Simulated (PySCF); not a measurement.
# HfO(OH)2: structure of the singlet

The task is one start of a wider search on HfO(OH)2: the singlet, from a trigonal planar start. It is relaxed, tested by its Hessian and followed downhill if it is a saddle.

Computed with PySCF 2.14.0. Level: PBE0, basis Hf def2-TZVP with ECP60, O def2-TZVP, H def2-TZVP, scalar-relativistic core potentials, no spin–orbit coupling, density fitting.

**1. Starting geometry**

6 atoms, charge 0, spin multiplicity 1.

Bond lengths: Hf1–O2 1.850 Å, Hf1–O3 2.150 Å, Hf1–O4 2.150 Å, O3–H5 0.960 Å, O4–H6 0.960 Å. Angles: O2–Hf1–O3 120.0°, O2–Hf1–O4 120.0°, O3–Hf1–O4 120.0°, Hf1–O3–H5 130.0°, Hf1–O4–H6 130.0°.

Coordinates in bohr (charge 0 multiplicity 1):
```
Hf    0.0000    0.0000    0.0000
O     3.4960    0.0000    0.0000
O    -2.0315    3.5187    0.0000
O    -2.0315   -3.5187    0.0000
H    -1.4111    5.2234    0.0000
H    -3.8180   -3.8337    0.0000
```

**2. First SCF at the start**

The steps below are one call of a driver around PySCF. For each, scf.py gives the equivalent set-up of the SCF; relaxations use the driver's own optimiser. After this first run the driver tries any further starts and a stability analysis.

scf.py

```python
from pyscf import gto, scf, dft
mol = gto.M(atom='''
Hf     0.000000     0.000000     0.000000
O      1.850000     0.000000     0.000000
O     -1.075000     1.862000     0.000000
O     -1.075000    -1.862000     0.000000
H     -0.746700     2.764100     0.000000
H     -2.020400    -2.028700     0.000000''',
    basis={'Hf': 'def2-TZVP', 'O': 'def2-TZVP', 'H': 'def2-TZVP'},
    ecp={'Hf': 'def2-TZVP'},
    charge=0, spin=0)
mf = dft.RKS(mol, xc='PBE0')
mf.grids.atom_grid = (50, 194)
aux = {'Hf': 'def2-universal-JKFIT', 'O': 'def2-universal-JKFIT', 'H': 'def2-universal-JKFIT'}
mf = mf.density_fit(auxbasis=aux)
mf.conv_tol = 1e-08
mf.diis_space = 10
mf.max_cycle = 60
mf.init_guess = 'minao'
mf.verbose = 4
mf.kernel()
```

Launch:

```sh
$ OMP_NUM_THREADS=4 python axn.py task.json out
```

The runs that follow: Trigonal planar start, singlet: relaxation; Frequencies; Downhill along the imaginary mode; Hessian and properties.

Before running it: what results should come out? Wanted: minimum; geometry; wavenumbers; dipole moment; highest occupied, lowest empty level; polar-tensor charge of Hf1; zero-point energy; atomisation energy.

As calculated:

| quantity | value |
| --- | --- |
| minimum | singlet, Cs |
| geometry | Hf–O 1.766 Å, Hf–O 1.962 Å (×2), O–H 0.956 Å (×2); H–O–Hf 133.9° (×2), O–Hf–O 111.6° (×2), O–Hf–O 114.2° |
| wavenumbers (cm⁻¹) | 113 (a'), 177 (a'), 203 (a''), 402 (a'), 415 (a''), 496 (a''), 519 (a'), 651 (a''), 657 (a'), 923 (a'), 3955 (a''), 3957 (a') |
| dipole moment | 3.47 D |
| highest occupied, lowest empty level | -7.91, -2.61 eV |
| polar-tensor charge of Hf1 | +2.29 e |
| zero-point energy | 74.6 kJ/mol |
| entropy at 298.15 K | 333.6 J/(mol K) |
| atomisation energy (no zero-point energy) | 2604 kJ/mol |

In words: From Cs at the start the molecule goes to a Cs minimum, after a stop at a saddle point 7.7 kJ/mol higher, from which it was pushed off along an imaginary mode. The strongest infrared band lies at 402 cm⁻¹ (a'). Only this shape and spin were tried, so other structures or states may lie lower. With an element this heavy the missing spin–orbit coupling can shift these numbers.
